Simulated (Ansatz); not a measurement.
Something may be wrong with this Ansatz 0.2.0 calculation of SnSe2.

File input.yaml:

```yaml
crystal:
  lattice:
    - [3.811, 0.0, 0.0]
    - [-1.9055, 3.3004228138, 0.0]
    - [0.0, 0.0, 6.136]
  atoms:
    - { symbol: Sn, position: [0.0, 0.0, 0.0] }
    - { symbol: Se, position: [0.6666666667, 0.3333333333, 0.751] }
    - { symbol: Se, position: [0.3333333333, 0.6666666667, 0.249] }
hamiltonian:
  xc: lda
  pseudopotentials: { kind: paw }
kpoints:
  mp_grid: { grid: [5, 5, 3] }
scf:
  occupations: { method: fermi_dirac, width: 0.05 }
  n_extra_bands: 7
  max_iter: 80
output:
  forces: true
  stress: true
  eigenvalues: true
  dos: { projected: true, de: 0.05, nscf_kmesh: { grid: [8, 8, 5] } }
ecutwfc: 0.3
```

Potentials or basis: Ansatz PAW.

Launch:

```console
$ ansatz run input.yaml --threads 2 --pin off --max-ram 5632MiB --backend cpu --events-out ev --progress --plain --runs-dir out
```

Output:

```text
Error: YAML parse error: error: line 24 column 1: unknown field `ecutwfc`, expected one of crystal, accuracy, basis, kpoints, hamiltonian, magnetization, projection, total_charge, correlation, batch, efield, external_charges, scf, relax, neb, saddle, md, ramp, phonons, dielectric, real_time, elastic, magnetic_configurations, gw, evaluate, workflow, output, checkpoint, execution
  --> <input>:24:1
   |
22 |   eigenvalues: true
23 |   dos: { projected: true, de: 0.05, nscf_kmesh: { grid: [8, 8, 5]…
24 | ecutwfc: 0.3
   | ^ unknown field `ecutwfc`, expected one of crystal, accuracy, basis, kpoints, hamiltonian, magnetization, projection, total_charge, correlation, batch, efield, external_charges, scf, relax, neb, saddle, md, ramp, phonons, dielectric, real_time, elastic, magnetic_configurations, gw, evaluate, workflow, output, checkpoint, execution
```

Problem. Diagnose the run.

Solution. The input was rejected before any iteration. The input holds a flaw that was put in on purpose: a keyword of another program (ecutwfc = 0.3).
